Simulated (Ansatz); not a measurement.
# NaTlS2 (I-III-VI2 ordering on zincblende lattice): independent-particle optics

How does NaTlS2 (I-III-VI2 ordering on zincblende lattice) absorb light if electrons and holes don't interact? Plan: HSE06 for the gap; optics with PBE on 6×6×4; optics with r2SCAN on 6×6×4; optics with PBE and scissors to the HSE06 gap on 6×6×4; optics with PBE with spin-orbit coupling on 4×4×2.

Method: plane waves, PAW; no local fields, no excitons, in Ansatz 0.2.0.

1 further run of the same task is left out (it didn't finish).

## Step 1: The system as given

The structure is tetragonal, space group P-4m2 (No. 115). The conventional cell has a = 4.104 Å, b = 4.104 Å, c = 6.639 Å, α = 90.00°, β = 90.00°, γ = 90.00°. Na (site symmetry -4m2) has 4 S at 2.73 Å as nearest neighbours. S (site symmetry 2mm) is surrounded by 2 Tl at 2.55 Å and 2 Na at 2.73 Å. Tl (site symmetry -4m2) is surrounded by 4 S at 2.55 Å.

As a file:

```
CELL_PARAMETERS angstrom
4.10449 0.00000 0.00000
0.00000 4.10449 0.00000
0.00000 0.00000 6.63894
ATOMIC_POSITIONS crystal
Na 0.00000 0.00000 0.00000
S 0.00000 0.50000 0.27087
Tl 0.50000 0.50000 0.50000
S 0.50000 0.00000 0.72913
```

Cell and atoms come from an earlier r2SCAN relaxation. Spin-orbit coupling, which matters for Tl, is in the runs so named alone.

## Step 2: HSE06 levels at special points

Input file input.yaml:

```yaml
crystal:
  lattice:
    - [4.1044901738, 0.0, 0.0]
    - [0.0, 4.1044901738, 0.0]
    - [0.0, 0.0, 6.6389352781]
  atoms:
    - { symbol: Na, position: [0.0, 0.0, 0.0] }
    - { symbol: S, position: [0.0, 0.5, 0.270866925] }
    - { symbol: Tl, position: [0.5, 0.5, 0.5] }
    - { symbol: S, position: [0.5, 0.0, 0.729133075] }
kpoints:
  mp_grid: { grid: [4, 4, 2] }
  band_path:
    path:
      - [0.0, 0.0, 0.0]
      - [0.0, 0.5, 0.0]
      - [0.5, 0.5, 0.0]
      - [0.0, 0.0, 0.5]
      - [0.0, 0.5, 0.5]
      - [0.5, 0.5, 0.5]
    npoints: 1
hamiltonian:
  xc: hse06
scf:
  occupations: { method: fixed }
  n_extra_bands: 5
output:
  forces: true
  stress: true
  eigenvalues: true
```

On the command line:

```bash
> ansatz run input.yaml --threads 4 --pin off --max-ram 3686MiB --backend cpu --events-out ev --progress --plain --runs-dir out
```

Further steps of the session: Optics, PBE; Optics, r2SCAN; Optics, PBE with a scissors shift; Optics, PBE with spin-orbit coupling.

Before running them: what should the planned runs give, taken together? Wanted: ε∞, PBE; ε∞, r2SCAN; ε∞, PBE with spin-orbit coupling; tallest peak of ε₂, PBE; tallest peak of ε₂, r2SCAN; tallest peak of ε₂, PBE with spin-orbit coupling; HSE06 direct gap.

The runs gave:

| quantity | value |
| --- | --- |
| ε∞, PBE | 6.85 (xx, yy), 6.31 (zz) |
| ε∞, r2SCAN | 6.02 (xx, yy), 5.64 (zz) |
| ε∞, PBE + 0.90 eV scissors | 5.66 (xx, yy), 5.35 (zz) |
| ε∞, PBE with spin-orbit coupling | 6.70 (xx, yy), 6.15 (zz) |
| tallest peak of ε₂, PBE | 9.2 at 3.05 eV |
| tallest peak of ε₂, r2SCAN | 8.5 at 3.35 eV |
| tallest peak of ε₂, PBE + 0.90 eV scissors | 9.2 at 3.95 eV |
| tallest peak of ε₂, PBE with spin-orbit coupling | 8.7 at 3.05 eV |
| HSE06 direct gap | 1.70 eV |

From PBE to PBE + 0.90 eV scissors the direct gap grows from 0.80 to 1.70 eV, and ε∞ goes from 6.67 to 5.56 (mean of the axes): a wider gap screens less. Spin-orbit coupling moves the direct gap by +0.00 eV; ε∞ doesn't compare between these two runs, as the bands summed differ. The meshes differ between the runs, and peak heights and places move with the mesh, so part of any difference isn't the level's. The response is anisotropic: with PBE ε∞ is 6.85 (xx, yy), 6.31 (zz). Local fields and excitons are left out: both change ε∞, and without excitons the onset lacks its lines.
